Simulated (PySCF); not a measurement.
# BBrClF (bromochlorofluoroborane), step by step

Aim: a geometry optimisation (HF/pc-0), then the harmonic vibrations, then the energy (DF-CCSD(T)/pcseg-1), then attachment energies (EOM-CCSD/3-21G) of BBrClF (bromochlorofluoroborane). The job is set up through a Python script.

The results are computed with PySCF 2.14.0.

## (1) The system as given

BBrClF has 4 atoms, charge 0, and is taken as a singlet. As SMILES, `FB(Cl)Br`. All atoms were displaced at random from a relaxed shape. The run starts from this shape.

Bond lengths: F1–B2 1.234 Å, B2–Cl3 1.786 Å, B2–Br4 1.959 Å. Angles: F1–B2–Cl3 118.0°, F1–B2–Br4 121.0°, Cl3–B2–Br4 119.3°.

## (2) A structure relaxation at HF/pc-0 (run 1)

The input, input.py:

```python
# FB(Cl)Br
from pyscf import gto, scf
from pyscf.geomopt.geometric_solver import kernel as optimise

molecule = gto.M(
    atom='''
F   -0.065325  -1.366507  -0.426050
B    0.055625  -0.225855   0.028381
Cl  -0.472027   0.066772   1.709235
Br   0.377168   1.301726  -1.155358
''',
    max_memory=1860,
    verbose=3,
    basis='pc-0',
)

mf = scf.RHF(molecule)
converged, mol_eq = optimise(mf, maxsteps=100)
print('converged:', converged)
print(mol_eq.tostring())

mf.reset(mol_eq)
molecule = mol_eq
mf.kernel()
e_final = mf.e_tot
print('E(%s) = %.9f' % ('HF', e_final))
```

Command:

```bash
$ OMP_NUM_THREADS=1 python input.py
```

The log of the run:

```text
maxiter                   100
[... 21 lines left out ...]
> Convergence Criteria:
[... 16 lines left out ...]
WARN: Mole.unit (angstrom) is changed to Bohr
[... 10 lines left out ...]
Step    0 : Gradient = 1.051e-01/1.509e-01 (rms/max) Energy = -3153.6245255327
[... 28 lines left out ...]
converged SCF energy = -3153.6401421312
[... 37 lines left out ...]
converged SCF energy = -3153.64367509451
[... 37 lines left out ...]
converged SCF energy = -3153.64373171967
[... 29 lines left out ...]
Converged! =D
[... 1 line left out ...]
converged: True
F          -0.02788304       -1.42155971       -0.44529040
B          -0.02332621       -0.15182040       -0.00635843
Cl         -0.45787152        0.06363902        1.76256693
Br          0.40452177        1.28587708       -1.15471011
converged SCF energy = -3153.64373186794
E(HF) = -3153.643731868
```

Wall time 31 s (1 thread of Intel Xeon at 2.50GHz (Skylake/Cascade Lake), shared host); peak memory 0.14 GiB.

The path in brief:

```
step  energy from the first frame kept (eV)  largest force (eV/Å)
   0                                 0.0000                7.7579
   1                                -0.4338                2.4300
   2                                -0.4249                2.2234
   3                                -0.5208                0.2896
   4                                -0.5211                0.1207
   5                                -0.5226                0.0501
   6                                -0.5226                0.0093
   7                                -0.5226                0.0038
```

After the run. Bond lengths: F1–B2 1.343 Å, B2–Cl3 1.834 Å, B2–Br4 1.889 Å. Angles: F1–B2–Cl3 115.2°, F1–B2–Br4 121.4°, Cl3–B2–Br4 123.4°.

## (3) The harmonic vibrations at HF/pc-0 (run 2)

The input, job.py:

```python
import numpy
from pyscf import gto, scf, symm
from pyscf.hessian import thermo

mol = gto.M(
    atom='''
F     -0.133335    -1.947537    -0.181412
B     -0.128778    -0.677797     0.257520
Cl    -0.563324    -0.462338     2.026445
Br     0.299070     0.759900    -0.890832
''',
    charge=0,
    spin=0,
    basis='pc-0',
    max_memory=1860,
    verbose=3,
)

mf = scf.RHF(mol)
mf.kernel()

e_final = mf.e_tot
print(f'total energy: {e_final:.8f} hartree')
hess = mf.Hessian().kernel()
modes = thermo.harmonic_analysis(mol, hess)
print('frequencies (1/cm)', numpy.round(modes['freq_wavenumber'], 1))
symm.geom.TOLERANCE = 1e-3  # for the symmetry number
th = thermo.thermo(mf, modes['freq_au'], 1200, 101325)
thermo.dump_thermo(mol, th)
```

Command:

```bash
$ OMP_NUM_THREADS=1 python job.py
```

The log of the run:

```text
converged SCF energy = -3153.64373186801
total energy: -3153.64373187 hartree
frequencies (1/cm) [ 225.8  337.3  486.3  519.9 1009.8 1428.7]
temperature 1200.0000 [K]
pressure 101325.00 [Pa]
Rotational constants [GHz] 6.38074 1.79991 1.40389
Symmetry number 1
Zero-point energy (ZPE) 0.00913 [Eh]   23971.881 [J/mol]
                           tot       elec      trans        rot        vib
Entropy [J/mol/K]       404.140      0.000    199.772    131.971     72.397
Cv [J/mol/K]             71.460      0.000     12.472     12.472     46.516
Cp [J/mol/K]             79.774      0.000     20.786     12.472     46.516
Internal energy [J/mol]                     14966.028  14966.028  64180.840
Internal energy [Eh]   -3153.60789  -3153.64373
Enthalpy [J/mol]                            24943.380  14966.028  64180.840
Enthalpy [Eh]          -3153.60409
Gibbs free energy [J/mol]                  -214783.455 -143398.615 -22695.831
Gibbs free energy [Eh] -3153.78880
```

It took 33 s on 1 thread of Intel Xeon at 2.50GHz (Skylake/Cascade Lake), shared host; peak memory 0.13 GiB.

## (4) The energy at DF-CCSD(T)/pcseg-1 (run 3)

The input, run.py:

```python
from pyscf import gto, scf, cc

mol = gto.M(
    atom='''
F   -0.027883  -1.421560  -0.445290
B   -0.023326  -0.151820  -0.006358
Cl  -0.457872   0.063639   1.762567
Br   0.404522   1.285877  -1.154710
''',
    verbose=3,
    basis='pcseg-1',
    max_memory=1860,
)

mf = scf.RHF(mol)
mf.kernel()

mycc = cc.CCSD(mf).density_fit()
mycc.kernel()
e_t = mycc.ccsd_t()
energy = mycc.e_tot + e_t
print('Final energy', energy)
```

Command:

```bash
$ OMP_NUM_THREADS=1 python run.py
```

The log of the run:

```text
converged SCF energy = -3155.76836144939

WARN: Even tempered Gaussians are generated as DF auxbasis for  B Cl F Br

WARN: Even tempered Gaussians are generated as DF auxbasis for  B Cl F Br

E(RCCSD) = -3156.315482625867  E_corr = -0.5471211764778401
RCCSD(T) correction = -0.0132079548459762
Final energy -3156.3286905807136
```

Wall time 2.7 min (1 thread of Intel Xeon at 2.50GHz (Skylake/Cascade Lake), shared host); peak memory 0.5 GiB.

## (5) Attachment energies at EOM-CCSD/3-21G (root kind ea) (run 4)

The input, input.py:

```python
import numpy
from pyscf import gto, cc

mol = gto.M(
    atom='''
F       -0.027883      -1.421560      -0.445290
B       -0.023326      -0.151820      -0.006358
Cl      -0.457872       0.063639       1.762567
Br       0.404522       1.285877      -1.154710
''',
    cart=True,
    spin=0,
    basis='3-21g',
    verbose=3,
    max_memory=1860,
    charge=0,
)

hf = mol.RHF()
hf.kernel()

mycc = cc.CCSD(hf, frozen=16)
mycc.kernel()
e_final = mycc.e_tot
print('Final energy', e_final)

e, vec = mycc.eaccsd(nroots=2)
roots = numpy.atleast_1d(e) * 27.211386
print('EOM-EA-CCSD roots (eV)')
for i, w in enumerate(roots, 1):
    print('%3d %10.4f' % (i, w))
```

Command:

```bash
$ OMP_NUM_THREADS=1 python input.py
```

The log of the run:

```text
converged SCF energy = -3140.92369136425
E(CCSD) = -3141.193779212344  E_corr = -0.2700878480987314
Final energy -3141.1937792123445
EOM-EA-CCSD roots (eV)
  1     1.5600
  2     3.7260
```

It took 10 s on 1 thread of Intel Xeon at 2.50GHz (Skylake/Cascade Lake), shared host; peak memory 0.15 GiB.

## (6) Results

```
                                                               quantity             value
                                run 1, HF/pc-0: total energy at the end    -3153.64373 Eh
                                          run 1, HF/pc-0: dipole moment            2.38 D
                                            run 1, HF/pc-0: HOMO energy         -11.38 eV
                                            run 1, HF/pc-0: LUMO energy           2.66 eV
                                          run 1, HF/pc-0: HOMO–LUMO gap          14.04 eV
                             run 2, HF/pc-0: lowest harmonic wavenumber          226 cm⁻¹
                            run 2, HF/pc-0: highest harmonic wavenumber         1429 cm⁻¹
                                      run 2, HF/pc-0: zero-point energy       24.0 kJ/mol
run 2, HF/pc-0: ideal-gas entropy at 1200 K (symmetry number 1 as used)  96.6 cal/(mol K)
                                run 3, DF-CCSD(T)/pcseg-1: total energy    -3156.32869 Eh
        run 3, DF-CCSD(T)/pcseg-1: dipole moment (Hartree–Fock density)            0.99 D
         run 3, DF-CCSD(T)/pcseg-1: HOMO energy (Hartree–Fock orbitals)         -12.33 eV
         run 3, DF-CCSD(T)/pcseg-1: LUMO energy (Hartree–Fock orbitals)           2.26 eV
       run 3, DF-CCSD(T)/pcseg-1: HOMO–LUMO gap (Hartree–Fock orbitals)          14.59 eV
                          run 3, DF-CCSD(T)/pcseg-1: correlation energy        -560.3 mEh
                              run 3, DF-CCSD(T)/pcseg-1: (T) correction        -13.21 mEh
                               run 3, DF-CCSD(T)/pcseg-1: T1 diagnostic             0.008
               run 4, EOM-CCSD/3-21G: ground-state or mean-field energy    -3141.19378 Eh
            run 4, EOM-CCSD/3-21G: dipole moment (Hartree–Fock density)            1.19 D
             run 4, EOM-CCSD/3-21G: HOMO energy (Hartree–Fock orbitals)         -12.20 eV
             run 4, EOM-CCSD/3-21G: LUMO energy (Hartree–Fock orbitals)           2.28 eV
           run 4, EOM-CCSD/3-21G: HOMO–LUMO gap (Hartree–Fock orbitals)          14.48 eV
    run 4, EOM-CCSD/3-21G: correlation energy (16 core orbitals frozen)        -270.1 mEh
                                   run 4, EOM-CCSD/3-21G: T1 diagnostic             0.012
         run 4, EOM-CCSD/3-21G: lowest attachment energy, E(N+1) − E(N)           1.56 eV
```

The optimisation (run 1, HF/pc-0) took 7 steps and changed the energy by -0.523 eV. Mulliken charges (run 1, HF/pc-0) run from -0.29 on F1 to +0.34 on B2; they depend strongly on the basis. All 6 modes (run 2, HF/pc-0) are real, so the shape is a minimum at this level. Mulliken charges (run 2, HF/pc-0) run from -0.29 on F1 to +0.34 on B2. The triples (run 3, DF-CCSD(T)/pcseg-1) make up 2.4 % of the correlation energy. A positive attachment energy means an unbound electron; such a root is set by the basis.
